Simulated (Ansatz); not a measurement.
# AlClH₅PSi: basis-set convergence

The task here is to estimate one member of a computed series from the others.

Program: Ansatz 0.2.0, Gaussian basis. Level of theory: one geometry, several basis sets. These are calculated values, not measurements.

Levels to be run: PBE0-D4/def2-SVP; ωB97M-V/def2-SVP; PBE0-D4/def2-QZVPP; ωB97M-V/def2-QZVPP; the functionals' def2-TZVPP values are taken from earlier runs.

### The geometry

The geometry comes from an earlier relaxation with PBE0-D4 in a triple-zeta def2 set; it is a stationary point, not always the lowest conformer.

9 atoms, charge 0, spin multiplicity 1.

Atoms are counted from 1 here; the program's logs count them from 0.

Bond lengths: P1–Si2 2.274 Å, P1–H5 1.422 Å, P1–H6 1.422 Å, Si2–Al3 2.431 Å, Si2–H7 1.490 Å, Si2–H8 1.489 Å, Al3–Cl4 2.106 Å, Al3–H9 1.581 Å. Angles: Si2–P1–H5 94.8°, Si2–P1–H6 94.5°, H5–P1–H6 93.4°, P1–Si2–Al3 108.5°, P1–Si2–H7 106.4°, P1–Si2–H8 106.3°, Al3–Si2–H7 114.1°, Al3–Si2–H8 113.0°, H7–Si2–H8 108.1°, Si2–Al3–Cl4 115.3°, Si2–Al3–H9 127.7°, Cl4–Al3–H9 116.6°.

The first run:

Input file in.yaml:

```yaml
crystal:
  periodic: [false, false, false]
  atoms:
    - {symbol: P, position_ang: [-1.571038, 1.428170, 0.034674]}
    - {symbol: Si, position_ang: [-0.246642, -0.109068, 1.061321]}
    - {symbol: Al, position_ang: [1.395418, -0.908098, -0.543557]}
    - {symbol: Cl, position_ang: [0.655344, -2.229749, -2.006329]}
    - {symbol: H, position_ang: [-0.488359, 2.172904, -0.509469]}
    - {symbol: H, position_ang: [-1.743412, 0.656601, -1.146911]}
    - {symbol: H, position_ang: [0.343318, 0.570327, 2.249061]}
    - {symbol: H, position_ang: [-1.154128, -1.184753, 1.548210]}
    - {symbol: H, position_ang: [2.897900, -0.442632, -0.704301]}
basis:
  gaussian: {orbitals: def2-SVP}
hamiltonian: {xc: pbe0, dispersion: d4}
output: {orbitals: {seedname: orbitals}}
```

Started as:

```bash
ansatz run in.yaml --threads 2 --pin off --events-out ev --progress --plain --max-ram 4352MiB
```

Among the steps run: PBE0-D4 in def2-SVP; ωB97M-V in def2-SVP; PBE0-D4 in def2-QZVPP; ωB97M-V in def2-QZVPP.

One of the session's tables, all rows but one given; the rest of the session is left out.

It belongs to the step «Density functionals: the series». 

```
functional       basis  HOMO (eV)  LUMO (eV)
   PBE0-D4    def2-SVP      -7.12      -2.01
   PBE0-D4  def2-TZVPP      -7.14      -2.05
   PBE0-D4  def2-QZVPP      -7.15      -2.08
   ωB97M-V    def2-SVP      -9.00      -0.29
   ωB97M-V  def2-TZVPP          ?          ?
   ωB97M-V  def2-QZVPP      -9.08      -0.50
```

**Question.** Estimate the row for ωB97M-V, def2-TZVPP.

The run gave: HOMO (eV): -9.06; LUMO (eV): -0.40. In the column «HOMO (eV)» it lies between ωB97M-V, def2-QZVPP (-9.08) and ωB97M-V, def2-SVP (-9.00).
